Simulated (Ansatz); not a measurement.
## WS: single point with PBE

The system is WS.

```
W S
1.0
     3.00789    0.00000    0.00000
     0.00000    3.00789    0.00000
     0.00000    0.00000    3.00789
W S
1 1
Direct
  0.50000 0.50000 0.50000
  0.00000 0.00000 0.00000
```

The cell was built by a generator and needn't be a form met in nature.

| Quantity | Value |
| --- | --- |
| Program | Ansatz 0.2.0 |
| Task | single point |
| Functional | PBE |
| Potentials or basis | Ansatz PAW |
| Cutoff | 420 eV (not typed: the program's choice for these potentials) |
| k mesh | 9 × 9 × 9 |
| Occupations | fermi-dirac, width 0.05 eV |
| Spin | no spin polarisation |

The pressure is 0.4 GPa and the band gap on the k mesh is none (metal or under the smearing width).

Levels at points of the mesh, in eV from the Fermi level:
| k point | band 8 | band 9 | band 10 | band 11 | band 12 | band 13 |
| --- | --- | --- | --- | --- | --- | --- |
| (0.00, 0.00, 0.00) | -2.84 | -2.84 | -2.84 | 1.19 | 1.19 | 1.19 |

Run time: 0.63 s on 2 threads of Arm Neoverse V1 (shared host), peak memory 0.28 GiB.

Spin-orbit coupling is left out, which matters for the levels of W.
